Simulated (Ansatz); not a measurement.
**H₆NPSi₂: small, medium and large basis sets**

The task here is to estimate one member of a computed series from the others.

Program: Ansatz 0.2.0, Gaussian basis. Level of theory: one geometry, several basis sets. These are calculated values, not measurements.

Plan: PBE0-D4/def2-SVP; ωB97M-V/def2-SVP; PBE0-D4/def2-QZVPP; ωB97M-V/def2-QZVPP; the functionals' def2-TZVPP values are taken from earlier runs.

## Structure used throughout

The geometry comes from an earlier relaxation with PBE0-D4 in a triple-zeta def2 set; it is a stationary point, not always the lowest conformer.

SMILES `[SiH3]N1[SiH2]P1`, 10 atoms, charge 0, spin multiplicity 1.

Atoms are counted from 1 here; the program's logs count them from 0.

Bond lengths: Si1–N2 1.715 Å, Si1–H5 1.487 Å, Si1–H6 1.486 Å, Si1–H7 1.490 Å, N2–Si3 1.709 Å, N2–P4 1.782 Å, Si3–P4 2.183 Å, Si3–H8 1.479 Å, Si3–H9 1.481 Å, P4–H10 1.437 Å. Angles: N2–Si1–H5 109.6°, N2–Si1–H6 108.3°, N2–Si1–H7 112.0°, H5–Si1–H6 110.2°, H5–Si1–H7 108.0°, H6–Si1–H7 108.7°, Si1–N2–Si3 149.0°, Si1–N2–P4 131.7°, Si3–N2–P4 77.4°, N2–Si3–P4 52.8°, N2–Si3–H8 117.3°, N2–Si3–H9 117.9°, P4–Si3–H8 121.3°, P4–Si3–H9 121.6°, H8–Si3–H9 112.7°, N2–P4–Si3 49.8°, N2–P4–H10 99.7°, Si3–P4–H10 94.5°.

Set-up of the first run:

Input file in.yaml:

```yaml
crystal:
  periodic: [false, false, false]
  atoms:
    - {symbol: Si, position_ang: [-0.933957, 1.190266, -0.636262]}
    - {symbol: N, position_ang: [-0.094242, -0.232010, -0.174188]}
    - {symbol: Si, position_ang: [0.443185, -1.278899, 1.064465]}
    - {symbol: P, position_ang: [1.193704, -1.162359, -0.981699]}
    - {symbol: H, position_ang: [-1.394184, 1.061791, -2.043881]}
    - {symbol: H, position_ang: [-2.097937, 1.361117, 0.271846]}
    - {symbol: H, position_ang: [-0.071708, 2.401779, -0.542781]}
    - {symbol: H, position_ang: [-0.475960, -2.358713, 1.485952]}
    - {symbol: H, position_ang: [1.185978, -0.684243, 2.199872]}
    - {symbol: H, position_ang: [2.328319, -0.350031, -0.640224]}
basis:
  gaussian: {orbitals: def2-SVP}
hamiltonian: {xc: pbe0, dispersion: d4}
output: {orbitals: {seedname: orbitals}}
```

Run with:

```bash
$ ansatz run in.yaml --threads 2 --pin off --events-out ev --progress --plain --max-ram 4352MiB
```

Among the steps run: PBE0-D4 in def2-SVP; ωB97M-V in def2-SVP; PBE0-D4 in def2-QZVPP; ωB97M-V in def2-QZVPP.

One of the session's tables, all rows but one given; the rest of the session is left out.

It belongs to the step «Density functionals: the series». 

| functional | basis | HOMO (eV) |
| --- | --- | --- |
| PBE0-D4 | def2-SVP | -6.90 |
| PBE0-D4 | def2-TZVPP | -6.98 |
| PBE0-D4 | def2-QZVPP | ? |
| ωB97M-V | def2-SVP | -9.01 |
| ωB97M-V | def2-TZVPP | -9.10 |
| ωB97M-V | def2-QZVPP | -9.12 |

Q: Estimate the row for PBE0-D4, def2-QZVPP from the others.

The run gave: HOMO (eV): -7.00. In the column «HOMO (eV)» it lies between ωB97M-V, def2-SVP (-9.01) and PBE0-D4, def2-TZVPP (-6.98).
